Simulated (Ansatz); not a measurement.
# BF2H3OS: the cost of one run

Program: Ansatz 0.2.0. Level of theory: RKS r2SCAN/def2-SVP. These are calculated values, not measurements.

## Step 1: The structure to begin with

Bond lengths: B1–O2 1.760 Å, O2–H3 1.010 Å, B1–F4 1.320 Å, B1–F5 1.320 Å, B1–S6 2.190 Å, S6–H7 1.400 Å, O2–H8 1.122 Å, S6–H8 1.382 Å. Angles: B1–O2–H3 109.5°, B1–O2–H8 86.3°, H3–O2–H8 110.0°, O2–B1–F4 120.0°, O2–B1–F5 120.0°, O2–B1–S6 71.6°, F4–B1–F5 120.0°, F4–B1–S6 96.8°, F5–B1–S6 101.3°, B1–S6–H7 109.5°, B1–S6–H8 64.5°, H7–S6–H8 51.0°, O2–H8–S6 137.6°.

Coordinates:

```xyz
8

B     0.0000    0.0000    0.0000
O     0.0000    0.0000    1.7600
H    -0.9095   -0.2814    2.0971
F     1.1431    0.0000   -0.6600
F    -1.1431    0.0000   -0.6600
S     0.0982    2.0760    0.6906
H     0.6507    2.1151    1.9763
H     0.0529    1.1186    1.6867
```

## Step 2: A restrained relaxation towards end A

Springs on the bonds that form and break draw the guess towards this end; the thresholds are loose.

input.yaml reads:

```yaml
crystal:
  periodic: [false, false, false]
  atoms:
    - { symbol: B, position_ang: [0.0, 0.0, 0.0] }
    - { symbol: O, position_ang: [0.0, 0.0, 1.76] }
    - { symbol: H, position_ang: [-0.9095, -0.2814, 2.0971] }
    - { symbol: F, position_ang: [1.1431, 0.0, -0.66] }
    - { symbol: F, position_ang: [-1.1431, 0.0, -0.66] }
    - { symbol: S, position_ang: [0.0982, 2.076, 0.6906] }
    - { symbol: H, position_ang: [0.6507, 2.1151, 1.9763] }
    - { symbol: H, position_ang: [0.0529, 1.1186, 1.6867] }
basis:
  gaussian: { orbitals: def2-SVP }
hamiltonian:
  xc: r2scan
relax:
  f_tol: 0.15
  max_steps: 25
  restrain:
    - { distance: [0, 5], at: 3.09, k: 30.0 }
    - { distance: [7, 1], at: 2.21, k: 30.0 }
    - { distance: [0, 1], at: 1.41, k: 30.0 }
    - { distance: [7, 5], at: 1.4, k: 30.0 }
```

Started as:

```bash
$ ansatz run input.yaml --threads 2 --pin off --max-ram 3072MiB --backend cpu --events-out ev --progress --plain --runs-dir out
```

Q: Estimate wall time and peak memory on 2 threads of AMD EPYC 7R43 (Zen 3), shared host.

About 41 s, with a peak of 0.18 GiB.
